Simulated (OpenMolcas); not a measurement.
# W³⁺ among point charges: CASSCF and CASPT2 levels and susceptibility, part 2 of 2

How does a field of 6 point charges split the states of W³⁺, and what χT follows?

OpenMolcas 26.06; ANO-RCC-VTZP, DKH2, active space 3 electrons in 5 orbitals (5d), orbitals: per spin and parity. Surroundings: 6 point charges of -1 e arranged as an octahedron (Oh), 1.99 Å from the ion. Earlier steps stand in the parts before.

**5. RASSI: spin-orbit coupling between the states**

The input, a.inp:

```
&RASSI
NrOfJobIphs=2 10 40
1 2 3 4 5 6 7 8 9 10
1 2 3 4 5 6 7 8 9 10 11 12 13 14 15 16 17 18 19 20 21 22 23 24 25 26 27
28 29 30 31 32 33 34 35 36 37 38 39 40
IphNames
JOB001
JOB002
EJob
SpinOrbit
DIPRint=1.0
SOCoupling=1000.0
Subsets=2
Property=9
'ANGMOM' 1 'ANGMOM' 2 'ANGMOM' 3 'MLTPL  1' 1 'MLTPL  1' 2 'MLTPL  1' 3
'AMFI' 1 'AMFI' 2 'AMFI' 3
SOProperty=3
'ANGMOM' 1 'ANGMOM' 2 'ANGMOM' 3
```

Standard output:

```text
SPIN-FREE ENERGIES:
  (Shifted by EMIN (a.u.) =     -16130.5270533493)

 SF State       Relative EMIN(au)   Rel lowest level(eV)    D:o, cm**(-1)      L_eff

     1             0.0000000000        0.0000000000              0.0000         3.0
     2             0.0423235689        1.1516829802           9288.9497         3.0
     3             0.0423235689        1.1516829802           9288.9497         3.0
     4             0.0423235689        1.1516829802           9288.9497         3.0
    11             0.0639840677        1.7410951801          14042.8797         3.9
    12             0.0639840677        1.7410951801          14042.8797         3.9
    13             0.0667038436        1.8151040529          14639.8015         4.0
    14             0.0667038436        1.8151040529          14639.8015         4.0
    15             0.0667038436        1.8151040529          14639.8015         4.0
     5             0.0682343159        1.8567503239          14975.7013         2.7
     6             0.0682343159        1.8567503239          14975.7013         2.7
     7             0.0682343159        1.8567503239          14975.7013         2.7
    16             0.0891974643        2.4271866524          19576.5806         3.6
    17             0.0891974643        2.4271866524          19576.5806         3.6
    18             0.0891974643        2.4271866524          19576.5806         3.6
    19             0.0966321703        2.6294953096          21208.3100         4.0
    20             0.1082413028        2.9453958991          23756.2200         4.4
    21             0.1082413028        2.9453958991          23756.2200         4.4
    22             0.1082413028        2.9453958991          23756.2200         4.4
    23             0.1099983885        2.9932086369          24141.8558         4.1
    24             0.1099983885        2.9932086369          24141.8558         4.1
    25             0.1099983885        2.9932086369          24141.8558         4.1
     8             0.1111766914        3.0252718912          24400.4634         1.6
     9             0.1111766914        3.0252718912          24400.4634         1.6
    10             0.1111766914        3.0252718912          24400.4634         1.6
    26             0.1167561811        3.1770975403          25625.0198         3.8
    27             0.1167561811        3.1770975403          25625.0198         3.8
    28             0.1307848899        3.5588381540          28703.9655         3.4
    29             0.1307848899        3.5588381540          28703.9655         3.4
    30             0.1307848899        3.5588381540          28703.9655         3.4
    31             0.1525733805        4.1517331864          33485.9864         3.0
    32             0.1525733805        4.1517331864          33485.9864         3.0
    33             0.1525733805        4.1517331864          33485.9864         3.0
    34             0.1528620505        4.1595882995          33549.3422         4.7
    35             0.1528620505        4.1595882995          33549.3422         4.7
    36             0.1528620505        4.1595882995          33549.3422         4.7
    37             0.1641082996        4.4656143266          36017.6086         3.0
    38             0.1707757949        4.6470461153          37480.9546         3.3
    39             0.1707757949        4.6470461153          37480.9546         3.3
    40             0.1707757949        4.6470461153          37480.9546         3.3
Eigenvalues of complex Hamiltonian:
   -----------------------------------
  (Shifted by EMIN (a.u.) =     -16130.5270533493)

 SO State       Relative EMIN(au)   Rel lowest level(eV)    D:o, cm**(-1)     J-value

     1            -0.0107869201        0.0000000000              0.0000         2.1
     2            -0.0107869201        0.0000000001              0.0000         2.1
     3            -0.0107869201        0.0000000001              0.0000         2.1
     4            -0.0107869201        0.0000000000              0.0000         2.1
     5             0.0259707004        1.0002258086           8067.3652         2.2
     6             0.0259707003        1.0002258081           8067.3652         2.3
     7             0.0259707004        1.0002258086           8067.3652         2.2
     8             0.0259707003        1.0002258081           8067.3652         2.3
     9             0.0326087924        1.1808574964           9524.2580         2.3
    10             0.0326087924        1.1808574964           9524.2580         2.3
    11             0.0387655008        1.3483900668          10875.4993         2.7
    12             0.0387655009        1.3483900671          10875.4993         3.0
    13             0.0387655009        1.3483900671          10875.4993         3.0
    14             0.0387655008        1.3483900668          10875.4993         2.7
    15             0.0396696684        1.3729937182          11073.9412         2.8
    16             0.0396696684        1.3729937182          11073.9412         2.8
    17             0.0476401653        1.5898819880          12823.2630         2.8
    18             0.0476401653        1.5898819885          12823.2630         3.1
    19             0.0476401653        1.5898819885          12823.2630         3.1
    20             0.0476401653        1.5898819880          12823.2630         2.8
    21             0.0564395309        1.8293249259          14754.5006         2.9
    22             0.0564395309        1.8293249257          14754.5006         2.8
    23             0.0564395309        1.8293249259          14754.5006         2.9
    24             0.0564395309        1.8293249257          14754.5006         2.8
    25             0.0567688429        1.8382859615          14826.7762         2.5
    26             0.0567688429        1.8382859615          14826.7762         2.5
    27             0.0621290221        1.9841438667          16003.1995         2.3
    28             0.0621290221        1.9841438667          16003.1995         2.3
    29             0.0695641280        2.1864634053          17635.0167         3.1
    30             0.0695641280        2.1864634053          17635.0167         3.1
    31             0.0700363462        2.1993131187          17738.6566         2.9
    32             0.0700363462        2.1993131184          17738.6566         3.1
    33             0.0700363462        2.1993131187          17738.6566         2.9
    34             0.0700363462        2.1993131184          17738.6566         3.1
    35             0.0818958251        2.5220259791          20341.5113         3.2
    36             0.0818958251        2.5220259788          20341.5113         2.9
    37             0.0818958251        2.5220259788          20341.5113         2.9
    38             0.0818958251        2.5220259791          20341.5113         3.2
    39             0.0906981669        2.7615499005          22273.4021         2.7
    40             0.0906981669        2.7615499005          22273.4021         2.7
    41             0.0906981669        2.7615499006          22273.4021         2.7
Weights of the five most important spin-orbit-free states for each spin-orbit state.

 SO State  Total energy (au)           Spin-free states, spin, and weights
 -------------------------------------------------------------------------------------------------------
    1        -0.010787       1 1.5  0.8100    4 1.5  0.0601    2 1.5  0.0500    3 1.5  0.0215   16 0.5  0.0183
    2        -0.010787       1 1.5  0.8100    3 1.5  0.0625    2 1.5  0.0418    4 1.5  0.0272   17 0.5  0.0198
    3        -0.010787       1 1.5  0.8100    3 1.5  0.0658    2 1.5  0.0370    4 1.5  0.0288   17 0.5  0.0194
    4        -0.010787       1 1.5  0.8100    4 1.5  0.0593    2 1.5  0.0466    3 1.5  0.0257   16 0.5  0.0170
    5         0.025971       4 1.5  0.2716    3 1.5  0.2074   12 0.5  0.1162    5 1.5  0.1028    2 1.5  0.0878
    6         0.025971       2 1.5  0.2901    3 1.5  0.1704   11 0.5  0.1162    4 1.5  0.1064    6 1.5  0.0781
    7         0.025971       4 1.5  0.2715    3 1.5  0.2075   12 0.5  0.1162    5 1.5  0.1028    2 1.5  0.0878
    8         0.025971       2 1.5  0.2901    3 1.5  0.1705   11 0.5  0.1162    4 1.5  0.1063    6 1.5  0.0781
    9         0.032609       2 1.5  0.2940    3 1.5  0.2940    4 1.5  0.2940    6 1.5  0.0291    7 1.5  0.0291
   10         0.032609       2 1.5  0.2940    3 1.5  0.2940    4 1.5  0.2940    6 1.5  0.0291    7 1.5  0.0291
   11         0.038766       4 1.5  0.3585    3 1.5  0.2805    2 1.5  0.1313    1 1.5  0.0917    5 1.5  0.0581
   12         0.038766       2 1.5  0.3825    3 1.5  0.2336    4 1.5  0.1542    1 1.5  0.0917    7 1.5  0.0451
```

These steps: 13 s of run time, 1 thread of Arm Neoverse V2, shared host.

States without spin-orbit coupling:

| state | degeneracy | E (cm-1) | free-ion L (%) |
| --- | --- | --- | --- |
| 4A2 | 1 | 0 | F (100) |
| 4T2 | 3 | 9289 | F (100) |
| 2E | 2 | 14043 | G (66) |
| 2T1 | 3 | 14640 | G (47) |
| 4T1 | 3 | 14976 | F (80) |
| 2T2 | 3 | 19577 | D (44) |
| 2A1 | 1 | 21208 | G (100) |
| 2T2 | 3 | 23756 | G (58) |
| 2T1 | 3 | 24142 | H (52) |
| 4T1 | 3 | 24400 | P (80) |
| 2E | 2 | 25625 | D (50) |
| 2T1 | 3 | 28704 | P (43) |
| 2T2 | 3 | 33486 | D (56) |
| 2T1 | 3 | 33549 | H (72) |
| 2A2 | 1 | 36018 | F (100) |
| 2T2 | 3 | 37481 | F (70) |
| 2E | 2 | 39426 | D (45) |
| 2T1 | 3 | 42223 | F (82) |
| 2E | 2 | 55739 | D (89) |
| 2T2 | 3 | 58046 | D (89) |

With spin-orbit coupling:

```
E (cm-1)  Degeneracy  Label  2S+1               g
     0.0           4     Γ8     4                
    8067           4     Γ8     4                
    9524           2     Γ7     4  1.31 1.31 1.31
   10875           4     Γ8     4                
   11074           2     Γ6     4  2.58 2.58 2.58
   12823           4     Γ8     2                
   14755           4     Γ8     2                
   14827           2     Γ7     4  0.46 0.46 0.46
   16003           2     Γ6     2  0.57 0.57 0.57
   17635           2     Γ6     4  3.10 3.10 3.10
   17739           4     Γ8     4                
   20342           4     Γ8     4                
   22273           4     Γ8     2                
   22790           2     Γ6     2  1.27 1.27 1.27
   23305           2     Γ7     2  0.18 0.18 0.18
   23685           4     Γ8     2                
   25209           4     Γ8     2                
   25248           2     Γ7     2  1.05 1.05 1.05
   25869           2     Γ6     2  1.49 1.49 1.49
   26817           4     Γ8     4                
   27019           2     Γ6     2  3.02 3.02 3.02
   27839           2     Γ7     4  2.56 2.56 2.56
   29422           4     Γ8     2                
   30310           4     Γ8     2
```

Principal g values are given for doublets only; a zero marks a field direction without first-order Zeeman splitting.

Powder χT (cm³ K/mol): 0.59 at 2 K, 0.59 at 5 K, 0.60 at 10 K, 0.60 at 20 K, 0.60 at 50 K, 0.61 at 100 K, 0.62 at 150 K, 0.63 at 200 K, 0.64 at 250 K, 0.65 at 300 K.

A ligand-field fit to the states below 45000 cm-1 gives 10Dq = 9670 cm-1, B = 749 cm-1 and C = 3043 cm-1 (C/B = 4.06), with a deviation of 167 cm-1.

**6. CASPT2: IPEA 0.25, imaginary shift 0.1 (closed shells correlated: 4f 5s 5p)**

The input, a.inp:

```
>>> COPY JOB001 $Project.JobIph
&CASPT2
Multistate=10 1 2 3 4 5 6 7 8 9 10
NoMult
Frozen=14 9
IPEA=0.25
Imaginary=0.1
MaxIter=60
WThr=0.0 0.3 0.05
PrWF=0.5
NoMix
>>> COPY JOB002 $Project.JobIph
&CASPT2
Multistate=40 1 2 3 4 5 6 7 8 9 10 11 12 13 14 15 16 17 18 19 20 21 22
23 24 25 26 27 28 29 30 31 32 33 34 35 36 37 38 39 40
NoMult
Frozen=14 9
IPEA=0.25
Imaginary=0.1
MaxIter=60
WThr=0.0 0.3 0.05
PrWF=0.5
NoMix
```

Started as:

```console
> OMP_NUM_THREADS=1 MOLCAS_MEM=1689 MOLCAS_PROJECT=a pymolcas a.inp > a.log
```

Standard output:

```text
Orbital specifications:
      -----------------------

      Symmetry species                           1   2
                                                ag  au
      Frozen orbitals                           14   9
      Inactive orbitals                          1  10
      Active orbitals                            5   0
      Secondary orbitals                        31  34
      Deleted orbitals                           0   0
      Number of basis functions                 51  53
Type of calculation                        SS-CASPT2
      Fock operator                              state-specific
      IPEA shift                                 0.25
      Real shift                                 0.00
      Imaginary shift                            0.10
      The input orbitals will be transformed to quasi-canonical
Reference energy:      -16130.5270533493
      E2 (Non-variational):      -1.1074741952
      Shift correction:          -0.0001591728
      E2 (Variational):          -1.1076333680
      Total energy:          -16131.6346867173
      Residual norm:              0.0000000689
      Reference weight:           0.90688
      Contributions to the CASPT2 correlation energy
      Active & Virtual Only:         -0.0140808789
      One Inactive Excited:          -0.1624144758
      Two Inactive Excited:          -0.9309788405
Reference energy:      -16130.4847297804
      E2 (Non-variational):      -1.1096971779
      Shift correction:          -0.0001602670
      E2 (Variational):          -1.1098574449
      Total energy:          -16131.5945872254
      Residual norm:              0.0000001892
      Reference weight:           0.90646
      Contributions to the CASPT2 correlation energy
      Active & Virtual Only:         -0.0142631349
      One Inactive Excited:          -0.1654323751
      Two Inactive Excited:          -0.9300016680
::    CASPT2 Root  1     Total energy: -16131.63468672
::    CASPT2 Root  2     Total energy: -16131.59458723
::    CASPT2 Root  3     Total energy: -16131.59461873
::    CASPT2 Root  4     Total energy: -16131.59325085
::    CASPT2 Root  5     Total energy: -16131.57120644
::    CASPT2 Root  6     Total energy: -16131.57038281
::    CASPT2 Root  7     Total energy: -16131.57036288
::    CASPT2 Root  8     Total energy: -16131.53183417
::    CASPT2 Root  9     Total energy: -16131.53250901
::    CASPT2 Root 10     Total energy: -16131.53238522
Orbital specifications:
      -----------------------

      Symmetry species                           1   2
                                                ag  au
      Frozen orbitals                           14   9
      Inactive orbitals                          1  10
      Active orbitals                            5   0
      Secondary orbitals                        31  34
      Deleted orbitals                           0   0
      Number of basis functions                 51  53
Type of calculation                        SS-CASPT2
      Fock operator                              state-specific
      IPEA shift                                 0.25
      Real shift                                 0.00
      Imaginary shift                            0.10
      The input orbitals will be transformed to quasi-canonical
Reference energy:      -16130.4630692816
      E2 (Non-variational):      -1.1180932261
      Shift correction:          -0.0003077001
      E2 (Variational):          -1.1184009262
      Total energy:          -16131.5814702079
      Residual norm:              0.0000002256
      Reference weight:           0.90011
      Contributions to the CASPT2 correlation energy
      Active & Virtual Only:         -0.0239219128
      One Inactive Excited:          -0.1606254736
      Two Inactive Excited:          -0.9335458396
Reference energy:      -16130.4630692816
      E2 (Non-variational):      -1.1184072834
      Shift correction:          -0.0002999747
      E2 (Variational):          -1.1187072580
      Total energy:          -16131.5817765396
      Residual norm:              0.0000002023
      Reference weight:           0.90013
      Contributions to the CASPT2 correlation energy
      Active & Virtual Only:         -0.0238853711
      One Inactive Excited:          -0.1609765332
      Two Inactive Excited:          -0.9335453790
::    CASPT2 Root  1     Total energy: -16131.58147021
::    CASPT2 Root  2     Total energy: -16131.58177654
::    CASPT2 Root  3     Total energy: -16131.58014859
::    CASPT2 Root  4     Total energy: -16131.58015571
::    CASPT2 Root  5     Total energy: -16131.58003948
::    CASPT2 Root  6     Total energy: -16131.56082364
::    CASPT2 Root  7     Total energy: -16131.56077547
::    CASPT2 Root  8     Total energy: -16131.56089356
::    CASPT2 Root  9     Total energy: -16131.55078273
::    CASPT2 Root 10     Total energy: -16131.53761648
::    CASPT2 Root 11     Total energy: -16131.53818416
::    CASPT2 Root 12     Total energy: -16131.53828990
::    CASPT2 Root 13     Total energy: -16131.53809836
::    CASPT2 Root 14     Total energy: -16131.53819341
::    CASPT2 Root 15     Total energy: -16131.53852170
::    CASPT2 Root 16     Total energy: -16131.53294633
::    CASPT2 Root 17     Total energy: -16131.53291904
::    CASPT2 Root 18     Total energy: -16131.52362973
::    CASPT2 Root 19     Total energy: -16131.52386484
::    CASPT2 Root 20     Total energy: -16131.52376559
::    CASPT2 Root 21     Total energy: -16131.49808253
::    CASPT2 Root 22     Total energy: -16131.49885673
::    CASPT2 Root 23     Total energy: -16131.49883267
::    CASPT2 Root 24     Total energy: -16131.49190140
::    CASPT2 Root 25     Total energy: -16131.49176914
::    CASPT2 Root 26     Total energy: -16131.49175293
::    CASPT2 Root 27     Total energy: -16131.49487315
::    CASPT2 Root 28     Total energy: -16131.48709331
::    CASPT2 Root 29     Total energy: -16131.48677792
::    CASPT2 Root 30     Total energy: -16131.48682784
```

This run took 22 s in all on 1 thread of Arm Neoverse V2, shared host.

SS-CASPT2: lowest energy less the reference's lowest, -1.1076 hartree; reference weights 0.889 to 0.907.

States without spin-orbit coupling:

| state | degeneracy | E (cm-1) | free-ion L (%) |
| --- | --- | --- | --- |
| 4A2 | 1 | 0 | F (100) |
| 4T2 | 3 | 8896 | F (100) |
| 2E | 2 | 11646 | G (66) |
| 2T1 | 3 | 11977 | G (47) |
| 4T1 | 3 | 14054 | F (80) |
| 2T2 | 3 | 16209 | D (44) |
| 2A1 | 1 | 18415 | G (100) |
| 2T1 | 3 | 21161 | H (52) |
| 2T2 | 3 | 21214 | G (58) |
| 2E | 2 | 22332 | D (50) |
| 4T1 | 3 | 22484 | P (80) |
| 2T1 | 3 | 24347 | P (43) |
| 2T2 | 3 | 29870 | D (56) |
| 2A2 | 1 | 30686 | F (100) |
| 2T1 | 3 | 31358 | H (72) |
| 2T2 | 3 | 32436 | F (70) |
| 2E | 2 | 35856 | D (45) |
| 2T1 | 3 | 37161 | F (82) |
| 2E | 2 | 48712 | D (89) |
| 2T2 | 3 | 51583 | D (89) |

With spin-orbit coupling:

```
E (cm-1)  Degeneracy  Label  2S+1               g
       0           4     Γ8     4                
    7310           4     Γ8     4                
    9230           2     Γ7     4  1.03 1.03 1.03
   10440           2     Γ6     4  2.30 2.30 2.30
   10550           4     Γ8     4                
   10830           4     Γ8     2                
   13140           4     Γ8     2                
   13820           2     Γ7     4  0.75 0.75 0.75
   14200           2     Γ6     2  0.25 0.25 0.25
   16160           2     Γ6     4  3.59 3.59 3.59
   16400           4     Γ8     4                
   19030           4     Γ8     4                
   20000           4     Γ8     2                
   20540           2     Γ6     2  0.73 0.73 0.73
   20600           2     Γ7     2  0.53 0.53 0.53
   21300           4     Γ8     2                
   22970           2     Γ7     2  0.64 0.64 0.64
   23030           4     Γ8     2                
   23500           2     Γ6     2  2.00 2.00 2.00
   24430           2     Γ6     2  2.48 2.48 2.48
   24760           4     Γ8     4                
   25940           2     Γ7     4  2.53 2.53 2.53
   26700           4     Γ8     2                
   27650           4     Γ8     2
```

Powder χT (cm³ K/mol): 0.52 at 2 K, 0.52 at 5 K, 0.52 at 10 K, 0.52 at 20 K, 0.53 at 50 K, 0.54 at 100 K, 0.55 at 150 K, 0.56 at 200 K, 0.57 at 250 K, 0.58 at 300 K.

**7. The methods side by side**

A. CASSCF
B. SS-CASPT2, IPEA 0.25, imaginary shift 0.1 (closed shells correlated: 4f 5s 5p)

| method | ground state | first state of that spin (cm-1) | first gap with spin-orbit (cm-1) | χT at 300 K |
| --- | --- | --- | --- | --- |
| A | 4A2 | 4T2 9289 | 8067.4 | 0.65 |
| B | 4A2 | 4T2 8896 | 7307.8 | 0.58 |

**8. Outcome**

What follows sums up all 2 parts.

| quantity | value |
| --- | --- |
| method | SS-CASPT2, IPEA 0.25, imaginary shift 0.1 (closed shells correlated: 4f 5s 5p) |
| spin-free ground state | 4A2, 1-fold in its orbital part |
| first state of the same spin within the active space | 4T2 at 8900 cm⁻¹ |
| lowest level | 4-fold Γ8 |
| next level | 7307.8 cm⁻¹ |
| χT at 300 K | 0.58 cm³ K/mol |
| effective moment at 300 K | 2.15 μB |

Cost by method:

| method | time of its own steps | time with the reference |
| --- | --- | --- |
| A. CASSCF | 13 s | 13 s |
| B. SS-CASPT2, IPEA 0.25, imaginary shift 0.1, +4f 5s 5p | 22 s | 35 s |

Times are of one thread on a shared host.

**Reading.** The spin-free ground state (4A2) comes to 100 % from free-ion F terms and keeps the highest spin of the shell. χT at 300 K is 0.58, against 1.88 cm³ K/mol for the spin alone, so spin-orbit coupling lowers it. CASPT2 does not keep the components of a term degenerate, and the means are used. The field of point charges can differ much from that of real complexes. This is an electrostatic model: the charges have no orbitals.
